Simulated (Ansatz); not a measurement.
# CH₄Cl₂OSSn: up Jacob's ladder to CCSD(T)

An exercise on one series of results from a longer session: the logs are not shown, and one member is left open.

The runs use Ansatz 0.2.0, Gaussian basis; functionals in def2-TZVPP, the program's frozen cores in correlated methods.

The runs, in order: PBE-D4, r2SCAN-D4, PBE0-D4, B3LYP-D4, ωB97X-V, ωB97M-V, B2PLYP; CCSD(T)/def2-TZVPP; MP2/def2-QZVPP; extrapolation to the limit.

**The relaxed structure**

An earlier PBE0-D4 in a triple-zeta def2 set relaxation fixed the geometry. Sn takes the def2 core potential; no spin-orbit term is included.

SMILES `C[O][Sn]([SH])([Cl])[Cl]`, 10 atoms, charge 0, spin multiplicity 1.

Atoms are counted from 1 here; the program's logs count them from 0.

Bond lengths: C1–O2 1.415 Å, C1–H7 1.096 Å, C1–H8 1.092 Å, C1–H9 1.096 Å, O2–Sn3 1.938 Å, Sn3–S4 2.360 Å, Sn3–Cl5 2.309 Å, Sn3–Cl6 2.309 Å, S4–H10 1.347 Å. Angles: O2–C1–H7 111.9°, O2–C1–H8 107.3°, O2–C1–H9 112.0°, H7–C1–H8 108.4°, H7–C1–H9 108.8°, H8–C1–H9 108.4°, C1–O2–Sn3 120.5°, O2–Sn3–S4 105.7°, O2–Sn3–Cl5 109.2°, O2–Sn3–Cl6 109.1°, S4–Sn3–Cl5 113.7°, S4–Sn3–Cl6 113.8°, Cl5–Sn3–Cl6 105.3°, Sn3–S4–H10 89.4°.

Geometry (Å):

```mol
CH4Cl2OSSn
  3D, bonds by distance, orders not assigned

 10  9  0  0  0  0  0  0  0  0999 V2000
    0.2749   -1.4839   -0.8504 C   0  0
    0.1390   -0.0753   -0.8194 O   0  0
   -0.2143    0.8439    0.8503 Sn  0  0
   -0.3373    3.1360    0.3040 S   0  0
    1.4549    0.3371    2.3628 Cl  0  0
   -2.1531    0.0028    1.7804 Cl  0  0
    1.1172   -1.8275   -0.2398 H   0  0
    0.4631   -1.7686   -1.8879 H   0  0
   -0.6359   -1.9909   -0.5131 H   0  0
   -0.1086    2.8263   -0.9868 H   0  0
  1  2  8  0
  2  3  8  0
  3  4  8  0
  3  5  8  0
  3  6  8  0
  1  7  8  0
  1  8  8  0
  1  9  8  0
  4 10  8  0
M  END
```

The first run:

File in.yaml:

```yaml
crystal:
  periodic: [false, false, false]
  atoms:
    - {symbol: C, position_ang: [0.274911, -1.483896, -0.850403]}
    - {symbol: O, position_ang: [0.138995, -0.075286, -0.819421]}
    - {symbol: Sn, position_ang: [-0.214338, 0.843893, 0.850256]}
    - {symbol: S, position_ang: [-0.337295, 3.136032, 0.303965]}
    - {symbol: Cl, position_ang: [1.454922, 0.337110, 2.362784]}
    - {symbol: Cl, position_ang: [-2.153079, 0.002847, 1.780449]}
    - {symbol: H, position_ang: [1.117192, -1.827456, -0.239819]}
    - {symbol: H, position_ang: [0.463132, -1.768638, -1.887879]}
    - {symbol: H, position_ang: [-0.635865, -1.990918, -0.513150]}
    - {symbol: H, position_ang: [-0.108585, 2.826324, -0.986781]}
basis:
  gaussian: {orbitals: def2-TZVPP}
hamiltonian: {xc: pbe, dispersion: d4}
output: {forces: true, orbitals: {seedname: orbitals}}
```

Run with:

```bash
> ansatz run in.yaml --threads 2 --pin off --events-out ev --progress --plain --max-ram 32768MiB --backend cuda --devices 0, --max-vram 18GiB
```

Steps of the session up to this table: PBE-D4 (GGA); r2SCAN-D4 (meta-GGA); PBE0-D4 (hybrid); B3LYP-D4 (hybrid); ωB97X-V (range-separated); ωB97M-V (range-separated); B2PLYP (double hybrid); CCSD(T) in def2-TZVPP; MP2 in def2-QZVPP.

One table of the session follows, with a row left open; its other results are not shown here.

| method | atomisation energy (kJ/mol) |
| --- | --- |
| PBE-D4 | 3329.8 |
| r2SCAN-D4 | 3278.5 |
| PBE0-D4 | 3255.6 |
| B3LYP-D4 | 3225.9 |
| ωB97X-V | 3283.7 |
| ωB97M-V | 3271.6 |
| B2PLYP | 3192.4 |
| HF/def2-TZVPP | 2257.4 |
| MP2/def2-TZVPP | 3237.5 |
| CCSD/def2-TZVPP | ? |
| CCSD(T)/def2-TZVPP | 3162.9 |
| MP2/CBS | 3363.2 |
| CCSD(T)/CBS | 3288.6 |

**Question.** Estimate the row for CCSD/def2-TZVPP.

The run gave: atomisation energy (kJ/mol): 3091.8. In the column «atomisation energy (kJ/mol)» it lies between HF/def2-TZVPP (2257.4) and CCSD(T)/def2-TZVPP (3162.9).
